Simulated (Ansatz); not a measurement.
I need a rigid scan of one bond length of C2H3NTe, SMILES [TeH]C1=NC1. Use the Ansatz DFT code, driven from Python. Settings (for the species named): r2scan0, def2-SVP basis, multiplicity 1.

```yaml
atoms:
  - { symbol: Te, position_ang: [-1.5768, 0.1142, -1.6216] }
  - { symbol: C, position_ang: [-0.2817, -0.3298, -0.0761] }
  - { symbol: N, position_ang: [-0.0436, -0.9215, 1.1511] }
  - { symbol: C, position_ang: [1.0336, -0.2840, 0.4614] }
  - { symbol: H, position_ang: [-2.0094, 1.6452, -0.8549] }
  - { symbol: H, position_ang: [1.2364, 0.7040, 0.8971] }
  - { symbol: H, position_ang: [1.7027, -0.9961, -0.0027] }
```

Script `c2h3nte.py`:
```python
# -*- coding: utf-8 -*-
'''Potential curve of C2H3NTe along one bond.'''

import warnings

import ansatz as az
from ase import Atoms
import numpy as np

warnings.simplefilter('ignore', az.DeckWarning)

atoms = Atoms(['Te', 'C', 'N', 'C', 'H', 'H', 'H'], positions=[
    [-1.5768, 0.1142, -1.6216],
    [-0.2817, -0.3298, -0.0761],
    [-0.0436, -0.9215, 1.1511],
    [1.0336, -0.284, 0.4614],
    [-2.0094, 1.6452, -0.8549],
    [1.2364, 0.704, 0.8971],
    [1.7027, -0.9961, -0.0027],
])
mol = az.Crystal.molecule_from_ase(atoms)

symbols = [site.symbol for site in mol.cartesian_sites]
start = np.array([site.position_ang for site in mol.cartesian_sites])
axis = (start[4] - start[0]) / np.linalg.norm(start[4] - start[0])
moving = [4]
lengths, energies = [1.554, 1.625, 1.695, 1.766, 1.837, 1.907, 1.978, 2.084], []
for length in lengths:
    xyz = start.copy()
    xyz[moving] += (length - np.linalg.norm(start[4] - start[0])) * axis
    point = az.Crystal.molecule()
    for symbol, place in zip(symbols, xyz):
        point = point.atom(symbol, place.tolist())
    model = (
        point.calculation()
        .basis(gaussian='def2-SVP')
        .functional('r2scan0')
    )
    r = model.run().report
    energies.append(r['free_energy_ev'])
    print(f'r = {length:6.3f} A  E = {energies[-1]:.5f} eV  <S^2> = {abs(r["mean_field"]["state"]["spin_squared"]):.3f}')

# quartic fit about the minimum
fit = np.polynomial.Polynomial.fit(lengths, np.array(energies) - min(energies), 4).convert()
roots = [r.real for r in fit.deriv().roots() if abs(r.imag) < 1e-9 and fit.deriv(2)(r.real) > 0]
r_e = min(roots, key=lambda r: abs(r - lengths[int(np.argmin(energies))]))
print(f'minimum of the fit at {r_e:.4f} A, force constant {fit.deriv(2)(r_e):.2f} eV/A^2')
```

```console
$ python c2h3nte.py
r =  1.554 A  E = -10898.69255 eV  <S^2> = 0.000
r =  1.625 A  E = -10898.79327 eV  <S^2> = 0.000
r =  1.695 A  E = -10898.79272 eV  <S^2> = 0.000
r =  1.766 A  E = -10898.71786 eV  <S^2> = 0.000
r =  1.837 A  E = -10898.58899 eV  <S^2> = 0.000
r =  1.907 A  E = -10898.42474 eV  <S^2> = 0.000
r =  1.978 A  E = -10898.23253 eV  <S^2> = 0.000
r =  2.084 A  E = -10897.91712 eV  <S^2> = 0.000
minimum of the fit at 1.6593 A, force constant 17.37 eV/A^2
```

Total energies depend on the basis set; only differences at equal settings carry meaning. The rest of the molecule is held rigid at a force-field or estimated start geometry, and the basis set is modest; single-reference methods fail as a bond breaks. def2 sets replace the cores of elements past krypton by effective core potentials. The orbitals are restricted, so S² is zero by construction. Timing: 42 s on 1 thread of Arm Neoverse V2 (shared host), peak memory 0.25 GiB.

(A comment or docstring line of the script was reworded after the run, the code is as it ran; lines on the test bed's own set-up are left out of the output.)
